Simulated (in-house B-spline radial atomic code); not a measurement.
# Eu⁶⁺: density, ELF and screening along the radius

Aim: the shell structure of Eu⁶⁺ in the radial density, the electron localisation function and the screened nuclear charge, under several settings.

Program: in-house B-spline radial atomic code version 1. Level of theory: several methods, spin-polarised, as named in each step; spherical all-electron atom at the radial basis limit. These are calculated values, not measurements, unless marked.

**1. The system**

| Item | Value |
| --- | --- |
| element | europium (Z = 63) |
| charge | +6 |
| electrons | 57 |
| configuration | [Kr] 4d10 4f5 5s2 5p4 |
| nucleus | point (non-relativistic runs) or finite (X2C runs) |

The outer shells:

[Kr] 4d10 4f5 5s2 5p4
```
[Kr] core
4d [↑↓][↑↓][↑↓][↑↓][↑↓]
4f [↑ ][↑ ][↑ ][↑ ][↑ ][  ][  ]
5s [↑↓]
5p [↑↓][↑ ][↑ ]
```

Where spins are not typed, each open shell is filled with up spins first.

**2. LDA (VWN5), non-rel.**

Settings, as recorded:

```ini
Z = 63
electrons = 57.0
configuration = [Kr] 4d10 4f5 5s2 5p4
hamiltonian = nr
method = lda,vwn
spin_polarised = True
```

Command:

```
$ python run_scf.py task.json out
```

The settings of every run stand in task.json; they run in order.

**3. PBE, non-rel.**

The settings differ from step 2 so:

```diff
@@ -4,3 +4,3 @@
 hamiltonian = nr
-method = lda,vwn
+method = pbe,pbe
 spin_polarised = True
```

**4. Hartree-Fock, non-rel.**

The settings differ from step 3 so:

```diff
@@ -4,3 +4,3 @@
 hamiltonian = nr
-method = pbe,pbe
+method = hf
 spin_polarised = True
```

**5. r2SCAN, non-rel.**

The settings differ from step 4 so:

```diff
@@ -4,3 +4,3 @@
 hamiltonian = nr
-method = hf
+method = r2scan
 spin_polarised = True
```

**6. PBEsol, non-rel.**

The settings differ from step 5 so:

```diff
@@ -4,3 +4,3 @@
 hamiltonian = nr
-method = r2scan
+method = pbesol
 spin_polarised = True
```

Before running: How large is the system in each run, where do the shell borders lie, and what is the highest level?

As calculated:

| run | total energy (hartree) | highest level (eV) | radius holding 50 / 90 / 99 % (bohr) | radius at n = 0.001 (bohr) | ELF minima on the full grid (bohr) |
| --- | --- | --- | --- | --- | --- |
| LDA (VWN5), non-rel. | -10410.7729 | -91.963 | 0.367 / 1.14 / 2.06 | 2.91 | 0.036, 0.13, 0.35, 0.99 |
| PBE, non-rel. | -10417.2766 | -91.358 | 0.367 / 1.14 / 2.06 | 2.92 | 0.036, 0.13, 0.35, 0.99 |
| Hartree-Fock, non-rel. | -10414.7136 | -96.871 | 0.367 / 1.14 / 2.07 | 2.93 | 0.037, 0.13, 0.36, 1.00 |
| r2SCAN, non-rel. | -10417.7767 | -91.268 | 0.367 / 1.14 / 2.06 | 2.91 | 0.036, 0.13, 0.35, 0.99 |
| PBEsol, non-rel. | -10413.9043 | -91.454 | 0.367 / 1.14 / 2.06 | 2.91 | 0.036, 0.13, 0.35, 0.99 |

**Reading.** In the first run ELF has 4 minima on the grid, which mark the borders between shells. On the record's full grid the screened charge (r times the electrostatic potential) falls from 62.9 near the nucleus to 6.00 at 5.1 bohr; far out it tends to the net charge, 6. The grid is coarse (about 23 % a step), so the places of minima are rough.

Members of this set that are not shown: 1 did not converge; 2 used exact exchange with fractional occupations of an open shell, which is unsound here.
